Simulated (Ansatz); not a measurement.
Geometry optimisation, DFT PBE, scalar-relativistic, plane waves, PAW (Ansatz).

Input:

```yaml
crystal:
  lattice:
    - [0.0, 5.43, 5.43]
    - [5.43, 0.0, 5.43]
    - [5.43, 5.43, 0.0]
  atoms:
    - { symbol: Si, position: [0.0, 0.0, 0.0] }
    - { symbol: Si, position: [0.125, 0.125, 0.125] }
    - { symbol: Si, position: [0.0, 0.0, 0.5] }
    - { symbol: Si, position: [0.125, 0.125, 0.625] }
    - { symbol: Si, position: [0.0, 0.5, 0.0] }
    - { symbol: Si, position: [0.125, 0.625, 0.125] }
    - { symbol: Si, position: [0.0, 0.5, 0.5] }
    - { symbol: Si, position: [0.125, 0.625, 0.625] }
    - { symbol: Si, position: [0.5, 0.0, 0.0] }
    - { symbol: Si, position: [0.625, 0.125, 0.125] }
    - { symbol: Si, position: [0.5, 0.0, 0.5] }
    - { symbol: Si, position: [0.625, 0.125, 0.625] }
    - { symbol: Si, position: [0.5, 0.5, 0.0] }
    - { symbol: Si, position: [0.625, 0.625, 0.125] }
    - { symbol: Si, position: [0.5, 0.5, 0.5] }
    - { symbol: Si, position: [0.625, 0.625, 0.625] }
    - { symbol: Co, position: [0.2580428, 0.2626514, 0.7364582], spin: 1.0 }
magnetization:
  spin_polarized: true
basis:
  ecutwfc: 420.0
kpoints:
  mp_grid: { grid: [2, 2, 2] }
hamiltonian:
  xc: pbe
  pseudopotentials: { kind: paw, azcp: { folder: soft_1 } }
scf:
  occupations: { method: gaussian, width: 0.05 }
  lower_state_search: "off"
relax:
  f_tol: 0.03
  max_steps: 60
  adjacent_minimum: "off"
```

Launched with:

```bash
$ ansatz run input.yaml --threads 2 --pin off --max-ram 5120MiB --backend cpu --events-out ev --progress --plain --runs-dir out
```

Question: Where does it end, and by what steps?

Answer: It converged. The force dipped under the threshold on the way, but the program's further checks kept it going. Limits of this set-up: coarse k mesh, a small cell, in which the defect meets its images. After 4 steps the energy has fallen by 0.054 eV; Co17 moved furthest, 0.09 Å.

| step | energy less start (eV) | largest force component (eV/Å) | accepted |
| --- | --- | --- | --- |
| 0 | 0.0000 | 0.516 | yes |
| 1 | -0.0379 | 0.253 | yes |
| 2 | -0.0474 | 0.144 | yes |
| 3 | -0.0537 | 0.017 | yes |
| 4 | -0.0537 | 0.017 | yes |

```xyz
17
Lattice="0.0000 5.4300 5.4300 5.4300 0.0000 5.4300 5.4300 5.4300 0.0000" Properties=species:S:1:pos:R:3
Si 0.000 -0.003 0.003
Si 1.368 1.365 1.352
Si 2.712 2.715 0.016
Si 4.062 4.060 1.351
Si 2.715 -0.007 2.720
Si 4.067 1.362 4.082
Si 5.433 2.713 2.720
Si 6.803 4.055 4.096
Si -0.005 2.712 2.722
Si 1.364 4.064 4.082
Si 2.716 5.432 2.721
Si 4.054 6.805 4.099
Si 2.716 2.713 5.428
Si 4.064 4.060 6.780
Si 5.429 5.430 5.436
Si 6.799 6.795 6.781
Co 5.430 5.431 2.738
```

Whether the end is a true minimum wasn't checked by a vibrational analysis.

The run took 37 s on 2 threads of Arm Neoverse V2 (shared host), peak memory 0.72 GiB.
